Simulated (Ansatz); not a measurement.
**P4O6: geometry at several levels**

The task, for P4O6: geometry at several levels.

Method: the levels named in each step, in Ansatz 0.2.0.

### Step 1. Starting point

Bond lengths: O1–P2 1.643 Å, P2–O3 1.642 Å, O3–P4 1.642 Å, P4–O5 1.642 Å, O1–P6 1.642 Å, O5–P6 1.642 Å, P6–O7 1.641 Å, O7–P8 1.643 Å, P2–O9 1.642 Å, P8–O9 1.642 Å, P4–O10 1.642 Å, P8–O10 1.642 Å. Angles (14 of 18 angles, heavy atoms first): O1–P2–O3 99.9°, O1–P2–O9 99.9°, O3–P2–O9 99.8°, P2–O1–P6 126.3°, P2–O3–P4 126.3°, O3–P4–O5 99.9°, O3–P4–O10 99.8°, O5–P4–O10 99.9°, P4–O5–P6 126.3°, O1–P6–O5 99.9°, O1–P6–O7 99.9°, O5–P6–O7 99.9°, P6–O7–P8 126.3°, O7–P8–O9 99.9°.

As a file:

```xyz
10

O     1.2294   -1.2683   -0.1987
P     1.4060   -0.2591    1.0851
O     1.2793    1.1906    0.3242
P     0.0866    1.6469   -0.7083
O     0.0977    0.3666   -1.7365
P     0.0274   -1.2197   -1.3164
O    -1.2794   -1.1906   -0.3242
P    -1.5199   -0.1681    0.9396
O    -0.0977   -0.3666    1.7365
O    -1.2294    1.2683    0.1987
```

### Step 2. A rough first relaxation, PBE-D4/def2-SVP

input.yaml

```yaml
crystal:
  periodic: [false, false, false]
  atoms:
    - { symbol: O, position_ang: [1.22942, -1.26828, -0.19868] }
    - { symbol: P, position_ang: [1.40598, -0.25905, 1.0851] }
    - { symbol: O, position_ang: [1.27934, 1.19065, 0.32419] }
    - { symbol: P, position_ang: [0.08656, 1.64687, -0.70828] }
    - { symbol: O, position_ang: [0.09766, 0.36659, -1.73653] }
    - { symbol: P, position_ang: [0.02738, -1.2197, -1.3164] }
    - { symbol: O, position_ang: [-1.27936, -1.19063, -0.32419] }
    - { symbol: P, position_ang: [-1.51995, -0.16813, 0.93958] }
    - { symbol: O, position_ang: [-0.09768, -0.36657, 1.73654] }
    - { symbol: O, position_ang: [-1.22944, 1.26826, 0.19867] }
basis:
  gaussian: { orbitals: def2-SVP }
hamiltonian:
  xc: pbe
  dispersion: d4
relax:
  f_tol: 0.03
  max_steps: 200
```

The run is started by

```sh
$ ansatz run input.yaml --threads 4 --pin off --max-ram 10240MiB --backend cpu --events-out ev --progress --plain --runs-dir out
```

The runs that follow: Relaxation, HF/STO-3G; Relaxation, HF/6-31G*; Relaxation, LDA/def2-SVP; Relaxation, PBE-D4/def2-SVP.

What does the calculation give? Wanted: O1–P2 at PBE-D4/def2-SVP; O1–P6 at PBE-D4/def2-SVP; P2–O3 at PBE-D4/def2-SVP.

**Answer**, as computed:

| quantity | value |
| --- | --- |
| O1–P2 at PBE-D4/def2-SVP | 1.692 Å |
| O1–P6 at PBE-D4/def2-SVP | 1.692 Å |
| P2–O3 at PBE-D4/def2-SVP | 1.692 Å |

In words: The O–P distance spreads over 0.050 Å, from HF/6-31G* (shortest) to PBE-D4/def2-SVP.
